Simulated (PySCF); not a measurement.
# Cl6Mo ([MoCl6]-): the cost of one run

Computed with PySCF 2.14.0 and routines of our own; the level stands in each step. Atoms count from 0.

## 1. The starting structure

7 atoms, charge -1, states of the metal's open shell are computed; geometry from: model start, shaken.

## 2. Optimising the geometry at PBE0-D3(BJ)/def2-SVP

What the job is given:

```
{"job": {"xc": "PBE0", "basis": "def2-SVP", "d3": "d3bj", "grid": 1, "maxiter": 45, "kind": "geom"}, "charge": -1, "metal": "Mo", "open_shell": "d1"}
Mo     0.000020     0.004480    -0.004110
Cl    -0.013360    -0.006820     2.305130
Cl     0.000900     0.020100    -2.327380
Cl     2.310690     0.007350     0.005350
Cl    -2.318420    -0.013960    -0.000440
Cl     0.010430     2.299840    -0.006860
Cl    -0.028520    -2.339340    -0.027630
```

Run with:

```bash
> OMP_NUM_THREADS=1 python lf_run.py task.json out
```

This one command runs all jobs of the session in turn.

**Question.** How long does this first job take on 1 thread of Intel Xeon Platinum 8259CL at 2.50GHz, shared host, and how much memory does it need?

About 5.4 min, with a peak of 0.62 GiB.
